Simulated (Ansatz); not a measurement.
# LaTl: strong compression

Aim: compress LaTl step by step, far beyond the usual range, and follow pressure and electronic structure. Methods of the runs shown: PAW. Its runs: volume scaled by 1 (PAW); volume scaled by 0.65 (PAW); volume scaled by 0.6 (PAW); volume scaled by 0.4 (PAW).

Method: DFT, LDA, PAW with Ansatz's default frozen-core files, scalar-relativistic, in Ansatz 0.2.0.

**1. The starting structure**

The structure is cubic, space group Pm-3m (No. 221). The conventional cell has a = 3.972 Å, b = 3.972 Å, c = 3.972 Å, α = 90.00°, β = 90.00°, γ = 90.00°. Around La (site symmetry m-3m) lie 8 Tl at 3.44 Å. Around Tl (site symmetry m-3m) lie 8 La at 3.44 Å.

Structure file:

```xyz
2
Lattice="3.9724 0.0000 0.0000 0.0000 3.9724 0.0000 0.0000 0.0000 3.9724" Properties=species:S:1:pos:R:3 pbc="T T T"
La    0.0000    0.0000    0.0000
Tl    1.9862    1.9862    1.9862
```

Whether this phase is the stable one at these pressures isn't tested.

Atoms are numbered in the order of the input: La1, Tl2.

**2. Volume scaled by 1, PAW**

input.yaml

```yaml
crystal:
  lattice:
    - [3.97237799, 0.0, 0.0]
    - [0.0, 3.97237799, 0.0]
    - [0.0, 0.0, 3.97237799]
  atoms:
    - { symbol: La, position: [0.0, 0.0, 0.0] }
    - { symbol: Tl, position: [0.5, 0.5, 0.5] }
kpoints:
  mp_grid: { grid: [9, 9, 9] }
  band_path:
    path:
      - [0.0, 0.0, 0.0]
      - [0.0, 0.5, 0.0]
      - [0.5, 0.5, 0.0]
      - [0.0, 0.0, 0.0]
      - [0.5, 0.5, 0.5]
      - [0.0, 0.5, 0.0]
      - [0.5, 0.5, 0.5]
      - [0.5, 0.5, 0.0]
    npoints: 6
scf:
  occupations: { method: fermi_dirac, width: 0.05 }
hamiltonian:
  xc: lda
  pseudopotentials: { kind: paw }
output:
  forces: true
  stress: true
  eigenvalues: true
  populations: true
  write_density: true
  write_potential: true
  elf: true
  volumetric_format: npy
```

On the command line:

```
> ansatz run input.yaml --threads 1 --pin off --max-ram 2048MiB --backend cpu --events-out ev --progress --plain --runs-dir out
```

**3. Volume scaled by 0.65, PAW**

input.yaml: that of step 2 with these lines changed.

```diff
@@ -2,5 +2,5 @@
   lattice:
-    - [3.97237799, 0.0, 0.0]
-    - [0.0, 3.97237799, 0.0]
-    - [0.0, 0.0, 3.97237799]
+    - [3.4410291561, 0.0, 0.0]
+    - [0.0, 3.4410291561, 0.0]
+    - [0.0, 0.0, 3.4410291561]
   atoms:
@@ -31,5 +31 @@
   populations: true
-  write_density: true
-  write_potential: true
-  elf: true
-  volumetric_format: npy
```

**4. Volume scaled by 0.6, PAW**

input.yaml: that of step 3 with these lines changed.

```diff
@@ -2,5 +2,5 @@
   lattice:
-    - [3.4410291561, 0.0, 0.0]
-    - [0.0, 3.4410291561, 0.0]
-    - [0.0, 0.0, 3.4410291561]
+    - [3.3504333557, 0.0, 0.0]
+    - [0.0, 3.3504333557, 0.0]
+    - [0.0, 0.0, 3.3504333557]
   atoms:
@@ -31 +31,5 @@
   populations: true
+  write_density: true
+  write_potential: true
+  elf: true
+  volumetric_format: npy
```

**5. Volume scaled by 0.4, PAW**

input.yaml: that of step 4 with these lines changed.

```diff
@@ -2,5 +2,5 @@
   lattice:
-    - [3.3504333557, 0.0, 0.0]
-    - [0.0, 3.3504333557, 0.0]
-    - [0.0, 0.0, 3.3504333557]
+    - [2.9268731279, 0.0, 0.0]
+    - [0.0, 2.9268731279, 0.0]
+    - [0.0, 0.0, 2.9268731279]
   atoms:
```

(Steps that only read results are left out.)

What does the calculation give? Wanted: PAW pressure at 0.4 of the volume; fitted bulk modulus at zero pressure.

The runs gave:

| quantity | value |
| --- | --- |
| PAW pressure at 0.4 of the volume | 299.7 GPa |
| fitted bulk modulus at zero pressure (PAW) | 59 GPa |
| its pressure derivative | 4.16 |

In words: At 0.4 of the starting volume PAW gives 300 GPa. One third-order Birch-Murnaghan curve follows these points (B₀ = 59 GPa, B′ = 4.16, misfit at most 0.06 GPa). A fit over so wide a range leans to the high pressures, so B₀ can be off by several per cent. No all-electron run checks these rows here, and frozen cores can fail under such compression. The ions are at rest, and the electrons smeared by 0.05 eV. Spin-orbit coupling is left out, though the cell holds Tl; in elements this heavy it can shift bands and gaps by tenths of an eV.
